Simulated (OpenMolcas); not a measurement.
# Re²⁺ among point charges: CASSCF levels and susceptibility

Aim: the splitting of the states of Re²⁺ in the field of 5 point charges, its lowest levels with spin-orbit coupling and its magnetic susceptibility.

Program: OpenMolcas 26.06. Level of theory: state-averaged CASSCF, spin-orbit coupling by RASSI with atomic mean-field integrals. These are calculated values, not measurements, unless marked.

1 further run of the same task is left out (it didn't finish).

## Step 1: The system

```
Species                           : Re²⁺ (rhenium, Z = 75, 73 electrons)
Basis                             : ANO-RCC-VDZP [7s6p4d2f1g], 68 functions
Scalar Hamiltonian                : DKH2, point nucleus
Inactive shells                   : 1s 2s 2p 3s 3p 3d 4s 4p 4d 4f 5s 5p
Active space                      : 5 electrons in 5 orbitals (5d)
Some configurations of this space : 5d⁵
Orbitals                          : optimised for each spin and parity, averaged over all roots
```

The outer shells:

5d5
```
5d [↑ ][↑ ][↑ ][↑ ][↑ ]
```

The ion sits among 5 point charges of -1.5 e arranged as a square pyramid (C4v), 1.95 Å from the ion, with the axial distance 1.833 Å. The active orbitals were held to one l.

The work runs as a chain of OpenMolcas steps in one folder; each step below is one input file. Labels, J, g values, rates, χT and fits are worked out afterwards by a script from the matrices that RASSI stores.

## Step 2: GATEWAY and SEWARD: basis and integrals

a.inp reads:

```
&GATEWAY
Coord
1

Re 0.0 0.0 0.0
Basis=ANO-RCC-VDZP
Group=NoSym
NoMove
AngMom=0.0 0.0 0.0
AMFI
XField
5 Angstrom 0
1.950000 0.000000 0.000000 -1.500000
0.000000 1.950000 0.000000 -1.500000
-1.950000 0.000000 0.000000 -1.500000
0.000000 -1.950000 0.000000 -1.500000
0.000000 0.000000 1.833000 -1.500000
&SEWARD
```

Started as:

```
OMP_NUM_THREADS=1 MOLCAS_MEM=1689 MOLCAS_PROJECT=a pymolcas a.inp > a.log
```

## Step 3: CASSCF: sextets, 1 root

a.inp reads:

```
&RASSCF
FileOrb=start.orb
Symmetry=1
Spin=6
nActEl=5 0 0
Inactive=34
Ras2=5
CIRoot=1 1 1
SDav=1
CIMx=300
Iter=120 100
PrWF=0.3
OrbListing=Nothing
MaxOrb=0
SupSym
1
20 10 11 12 13 14 19 20 21 22 23 35 36 37 38 39 48 49 50 51 52
>>> COPY $Project.JobIph JOB001
```

start.orb holds the contracted functions of the basis, ordered by shell, or the orbitals of the step before.

## Step 4: CASSCF: quartets, 24 roots

a.inp reads:

```
&RASSCF
FileOrb=start.orb
Symmetry=1
Spin=4
nActEl=5 0 0
Inactive=34
Ras2=5
CIRoot=24 24 1
SDav=24
CIMx=300
Iter=120 100
PrWF=0.3
OrbListing=Nothing
MaxOrb=0
SupSym
1
20 10 11 12 13 14 19 20 21 22 23 35 36 37 38 39 48 49 50 51 52
>>> COPY $Project.JobIph JOB002
```

## Step 5: CASSCF: doublets, 75 roots

a.inp reads:

```
&RASSCF
FileOrb=start.orb
Symmetry=1
Spin=2
nActEl=5 0 0
Inactive=34
Ras2=5
CIRoot=75 75 1
SDav=75
CIMx=300
Iter=120 100
PrWF=0.3
OrbListing=Nothing
MaxOrb=0
SupSym
1
20 10 11 12 13 14 19 20 21 22 23 35 36 37 38 39 48 49 50 51 52
>>> COPY $Project.JobIph JOB003
```

## Step 6: RASSI: spin-orbit coupling between the states

a.inp reads:

```
&RASSI
NrOfJobIphs=3 1 24 75
1
1 2 3 4 5 6 7 8 9 10 11 12 13 14 15 16 17 18 19 20 21 22 23 24
1 2 3 4 5 6 7 8 9 10 11 12 13 14 15 16 17 18 19 20 21 22 23 24 25 26 27
28 29 30 31 32 33 34 35 36 37 38 39 40 41 42 43 44 45 46 47 48 49 50 51
52 53 54 55 56 57 58 59 60 61 62 63 64 65 66 67 68 69 70 71 72 73 74 75
IphNames
JOB001
JOB002
JOB003
EJob
SpinOrbit
DIPRint=1.0
SOCoupling=1000.0
Subsets=2
Property=9
'ANGMOM' 1 'ANGMOM' 2 'ANGMOM' 3 'MLTPL  1' 1 'MLTPL  1' 2 'MLTPL  1' 3
'AMFI' 1 'AMFI' 2 'AMFI' 3
SOProperty=3
'ANGMOM' 1 'ANGMOM' 2 'ANGMOM' 3
```

Before running it: what results should come out? Wanted: spin-free ground state; lowest level; next level.

As calculated:

```
                 quantity                               value
                   method                              CASSCF
   spin-free ground state  sextet, 1-fold in its orbital part
             lowest level        2-fold, g = 0.90, 3.53, 3.53
               next level                          725.7 cm⁻¹
              χT at 300 K                      1.71 cm³ K/mol
effective moment at 300 K                             3.70 μB
```

In words: The spin-free ground state (sextet) comes to 100 % from free-ion S terms and keeps the highest spin of the shell. χT at 300 K is 1.71, against 4.39 cm³ K/mol for the spin alone, so spin-orbit coupling lowers it. An active space of the d shell alone favours high spin; real ions in strong fields can be low spin. The field of point charges can differ much from that of real complexes. With metal d orbitals alone active, the gaps between spin states are rough; where two lie within a few thousand cm-1, their order is open. This is an electrostatic model: the charges have no orbitals.
